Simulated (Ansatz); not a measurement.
# GeH5P: the cost of one run

All numbers are computed with the Python package of Ansatz 0.2.0. Level of theory: Hartree-Fock/def2-SVP.

## Step 1: Starting point

Bond lengths: P1–Ge2 2.285 Å, P1–H3 1.453 Å, P1–H4 1.453 Å, Ge2–H5 1.550 Å, Ge2–H6 1.550 Å, Ge2–H7 1.550 Å. Angles: P1–Ge2–H5 109.4°, P1–Ge2–H6 109.4°, P1–Ge2–H7 109.4°, H5–Ge2–H6 109.6°, H5–Ge2–H7 109.5°, H6–Ge2–H7 109.5°, Ge2–P1–H3 93.7°, Ge2–P1–H4 93.7°, H3–P1–H4 94.3°.

No structure file is read: the coordinates are typed or built in the script.

## Step 2: The code

The input, run_relaxed_scan.py:

```python
import ansatz as az
import numpy as np

GEOMETRY = '''
P     1.25140   -0.11820    0.86490
Ge   -0.80980    0.18600   -0.07290
H     1.94330    0.59390   -0.19550
H     1.43860   -1.42500    0.25890
H    -1.83860   -0.73400    0.63260
H    -1.23860    1.66640    0.09230
H    -0.74640   -0.16910   -1.58040
'''

geometry = az.Crystal.molecule()
for line in GEOMETRY.strip().splitlines():
    symbol, *xyz = line.split()
    geometry = geometry.atom(symbol, [float(v) for v in xyz])

setup = geometry.calculation()
setup = setup.basis(gaussian='def2-SVP')
setup = setup.functional('hf')
symbols = [site.symbol for site in geometry.cartesian_sites]
pairs = [(0, 1), (0, 2), (0, 3), (1, 4), (1, 5), (1, 6)]
print('held (A)   E (eV)        ', '  '.join(f'{symbols[i]}{i}-{symbols[j]}{j}' for i, j in pairs))
for length in [1.34, 1.45, 1.57, 1.74, 1.96]:
    r = setup.relax(constraints=[az.DistanceConstraint((0, 3), at=length)], force_tolerance=0.02, max_steps=60).run(threads=1).report
    xyz = np.array(r['positions_ang'])
    print(f'{length:6.2f} {r["free_energy_ev"]:14.5f}  ', '  '.join(f'{np.linalg.norm(xyz[i] - xyz[j]):.3f}' for i, j in pairs))
```

## Step 3: What the engine is handed

The engine receives this input (first run):

```yaml
crystal:
  periodic: [false, false, false]
  atoms:
    - { symbol: P, position_ang: [1.2514, -0.1182, 0.8649] }
    - { symbol: Ge, position_ang: [-0.8098, 0.186, -0.0729] }
    - { symbol: H, position_ang: [1.9433, 0.5939, -0.1955] }
    - { symbol: H, position_ang: [1.4386, -1.425, 0.2589] }
    - { symbol: H, position_ang: [-1.8386, -0.734, 0.6326] }
    - { symbol: H, position_ang: [-1.2386, 1.6664, 0.0923] }
    - { symbol: H, position_ang: [-0.7464, -0.1691, -1.5804] }
basis:
  gaussian:
    orbitals: def2-SVP
hamiltonian:
  xc: hf
relax:
  f_tol: 0.02
  max_steps: 60
  constraints:
    - { distance: [0, 3], at: 1.34 }
```

## Step 4: Launch

Command:

```sh
> python run_relaxed_scan.py
```

What time and memory should one allow on 1 thread of Intel Xeon 6975P-C (Granite Rapids), shared host?

About 20 s, with a peak of 0.22 GiB.
